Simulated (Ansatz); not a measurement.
# triplet CH2BF3O: levels of theory compared

Wanted: a comparison of 3 runs (UHF/def2-SVP, UB3LYP/6-31G*, UPBE/def2-SVP) of triplet CH2BF3O. 

Program for the calculation: Ansatz 0.2.0.

97 further runs of the same task are left out: 97 set aside as unsound or not needed. Runs told in other sessions of the task aren't counted.

## (1) The system as given

The species is CH2BF3O (8 atoms), meant as a triplet with charge 0. SMILES of the parent species: `OC(F)B(F)F`. The coordinates come from a PBE0-D4/def2-TZVP relaxation. This is one conformer, not always the lowest. That shape belongs to the parent species and isn't relaxed for this state.

Bond lengths: O1–C2 1.380 Å, C2–F3 1.386 Å, C2–B4 1.595 Å, B4–F5 1.314 Å, B4–F6 1.309 Å, O1–H7 0.962 Å, C2–H8 1.100 Å. Angles: O1–C2–F3 110.6°, O1–C2–B4 107.3°, F3–C2–B4 110.4°, C2–B4–F5 119.4°, C2–B4–F6 122.0°, F5–B4–F6 118.6°, O1–C2–H8 111.6°, F3–C2–H8 105.5°, B4–C2–H8 111.5°, C2–O1–H7 109.7°.

## (2) The energy at UHF/def2-SVP (run 1)

File input.yaml:

```yaml
crystal:
  periodic: [false, false, false]
  atoms:
    - {symbol: O, position_ang: [-0.197300, -1.323900, 0.466200]}
    - {symbol: C, position_ang: [0.446500, -0.164100, 0.086400]}
    - {symbol: F, position_ang: [1.166700, 0.362800, 1.146700]}
    - {symbol: B, position_ang: [-0.673500, 0.866000, -0.392200]}
    - {symbol: F, position_ang: [-1.258000, 0.689100, -1.556000]}
    - {symbol: F, position_ang: [-1.023000, 1.898300, 0.333000]}
    - {symbol: H, position_ang: [0.445400, -2.033100, 0.566400]}
    - {symbol: H, position_ang: [1.185400, -0.352200, -0.706200]}
basis:
  gaussian: {orbitals: def2-SVP}
magnetization: {spin_polarized: true, initial_magnetization: 2}
hamiltonian: {xc: hf}
accuracy: high
output: {orbitals: {seedname: orbitals}}
```

Command:

```console
$ ansatz run input.yaml --threads 1 --pin off --max-ram 3480MiB --events-out events.jsonl --progress --plain --runs-dir runs
```

The log of the run:

```text
Warning: RAYON_NUM_THREADS=1 ignored (pool sized by the plan → 1); use --threads N
Functional definition: HF
  name "HF"
  exchange = exact_x
  correlation = 0
2125 factors; integrals over basis functions are off by at most 8.8e-9 eV
mean field evaluation 1: about -11869.7405 eV, gradient 3.1e1 eV
mean field evaluation 2: about -11869.8869 eV, gradient 3.1e1 eV
mean field evaluation 4: about -11874.0923 eV, gradient 3.8e0 eV
mean field evaluation 8: about -11874.5295 eV, gradient 6.9e-1 eV
mean field evaluation 16: about -11874.5808 eV, gradient 5.4e-5 eV
mean field evaluation 32: about -11874.7114 eV, gradient 1.6e0 eV
mean field evaluation 64: about -11874.4942 eV, gradient 1.4e0 eV
mean field evaluation 96: about -11874.7317 eV, gradient 1.1e0 eV
mean field evaluation 128: about -11874.1501 eV, gradient 1.8e0 eV
mean field evaluation 160: about -11874.5074 eV, gradient 1.2e0 eV
mean field -11874.77366805 eV, -436.3898832902 hartree, gradient 2.3e-8 eV, S^2 2.008564; 1 other end points of the search recorded, 0 dependent functions left out
reference -11874.77366805 eV, -436.3898832902 hartree; 25, 23 occupied and 69, 71 virtual orbitals, 2125 factors
Total energy: -11874.77366805 eV, -436.3898832902 hartree
```

It took 14 s on 1 thread of Arm Neoverse V2, shared host; peak memory 0.43 GiB.

## (3) A single-point energy at UB3LYP/6-31G(d) (Cartesian functions) (run 2)

File molecule.yaml:

```yaml
basis:
  gaussian:
    orbitals: "6-31G*"
crystal:
  periodic: [false, false, false]
  atoms:
    - {symbol: O, position_ang: [-0.197300, -1.323900, 0.466200]}
    - {symbol: C, position_ang: [0.446500, -0.164100, 0.086400]}
    - {symbol: F, position_ang: [1.166700, 0.362800, 1.146700]}
    - {symbol: B, position_ang: [-0.673500, 0.866000, -0.392200]}
    - {symbol: F, position_ang: [-1.258000, 0.689100, -1.556000]}
    - {symbol: F, position_ang: [-1.023000, 1.898300, 0.333000]}
    - {symbol: H, position_ang: [0.445400, -2.033100, 0.566400]}
    - {symbol: H, position_ang: [1.185400, -0.352200, -0.706200]}
magnetization:
  spin_polarized: true
  initial_magnetization: 2
hamiltonian:
  xc: {name: B3LYP}
accuracy: high
output: {orbitals: {seedname: orbitals}}
```

Command:

```console
$ ansatz run molecule.yaml --threads 1 --pin off --max-ram 3480MiB --events-out events.jsonl --progress --plain --runs-dir runs
```

The log of the run:

```text
Warning: RAYON_NUM_THREADS=1 ignored (pool sized by the plan → 1); use --threads N
Functional definition: B3LYP
  name "B3LYP"
  parameter a0 = 0.2
  parameter ax = 0.72
  parameter ac = 0.81
  exchange = (1 - a0 - ax)*slater_x + ax*b88_x + a0*exact_x
  correlation = (1 - ac)*vwn_rpa_c + ac*lyp_c
2050 factors; integrals over basis functions are off by at most 3.4e-9 eV
mean field evaluation 1: about -11934.8739 eV, gradient 3.6e1 eV
mean field evaluation 2: about -11923.7471 eV, gradient 6.6e1 eV
mean field evaluation 4: about -11939.0886 eV, gradient 4.0e0 eV
mean field evaluation 8: about -11939.2750 eV, gradient 6.2e-1 eV
mean field evaluation 16: about -11939.2827 eV, gradient 2.6e-2 eV
mean field evaluation 32: about -11939.2827 eV, gradient 2.0e-6 eV
mean field -11939.28274638 eV, -438.7605481929 hartree, gradient 3.1e-8 eV, S^2 2.002866; 2 other end points of the search recorded, 0 dependent functions left out
reference -11939.28277764 eV, -438.7605493417 hartree; 25, 23 occupied and 69, 71 virtual orbitals, 2050 factors
Total energy: -11939.28277764 eV, -438.7605493417 hartree
```

Run time: 21 s. Hardware: 1 thread of Arm Neoverse V2, shared host; peak memory 0.46 GiB.

## (4) A single-point energy at UPBE/def2-SVP (run 3)

File run.yaml:

```yaml
crystal:
  periodic: [false, false, false]
  atoms:
    - {symbol: O, position_ang: [-0.197300, -1.323900, 0.466200]}
    - {symbol: C, position_ang: [0.446500, -0.164100, 0.086400]}
    - {symbol: F, position_ang: [1.166700, 0.362800, 1.146700]}
    - {symbol: B, position_ang: [-0.673500, 0.866000, -0.392200]}
    - {symbol: F, position_ang: [-1.258000, 0.689100, -1.556000]}
    - {symbol: F, position_ang: [-1.023000, 1.898300, 0.333000]}
    - {symbol: H, position_ang: [0.445400, -2.033100, 0.566400]}
    - {symbol: H, position_ang: [1.185400, -0.352200, -0.706200]}
basis:
  gaussian: {orbitals: def2-SVP}
magnetization: {spin_polarized: true, initial_magnetization: 2}
hamiltonian: {xc: {name: PBE}}
accuracy: high
output: {orbitals: {seedname: orbitals}}
```

Command:

```console
$ ansatz run run.yaml --threads 1 --pin off --max-ram 3480MiB --events-out events.jsonl --progress --plain --runs-dir runs
```

The log of the run:

```text
Warning: RAYON_NUM_THREADS=1 ignored (pool sized by the plan → 1); use --threads N
Functional definition: PBE
  name "PBE"
  parameter kappa = 0.804
  parameter beta = 0.06672455060314922
  exchange = pbe_x(kappa = kappa, mu = beta*pi^2/3)
  correlation = pbe_c(beta = beta)
2125 factors; integrals over basis functions are off by at most 8.8e-9 eV
mean field evaluation 1: about -11911.9875 eV, gradient 4.2e1 eV
mean field evaluation 2: about -11882.7522 eV, gradient 9.7e1 eV
mean field evaluation 4: about -11913.7356 eV, gradient 3.0e1 eV
mean field evaluation 8: about -11919.0259 eV, gradient 1.4e0 eV
mean field evaluation 16: about -11919.0319 eV, gradient 9.6e-4 eV
mean field evaluation 32: about -11913.0314 eV, gradient 2.5e1 eV
mean field -11919.03193807 eV, -438.0163447140 hartree, gradient 6.1e-8 eV, S^2 2.002318; 6 other end points of the search recorded, 0 dependent functions left out
reference -11919.03194137 eV, -438.0163448355 hartree; 25, 23 occupied and 69, 71 virtual orbitals, 2125 factors
Total energy: -11919.03194137 eV, -438.0163448355 hartree
```

Wall time 15 s (1 thread of Arm Neoverse V2, shared host); peak memory 0.32 GiB.

## (5) The series

```
run                                level  Cartesian functions  energy (Eh)  HOMO energy (eV)   ⟨S²⟩  wall time
  1                         UHF/def2-SVP                   no  -436.389883             -4.22  2.009       14 s
  2  UB3LYP/6-31G* (Cartesian functions)                  yes  -438.760549             -2.23  2.003       21 s
  3                        UPBE/def2-SVP                   no  -438.016345             -1.78  2.002       15 s
```

## (6) Summary of results

| quantity | value |
| --- | --- |
| run 3: total energy | -438.01634 Eh |
| run 3: HOMO energy (highest over α and β) | -1.78 eV |
| run 3: ⟨S²⟩ | 2.002 |

**Reading.** Totals of different functionals can't be ranked against each other. All runs together took 50 s, the longest 21 s.
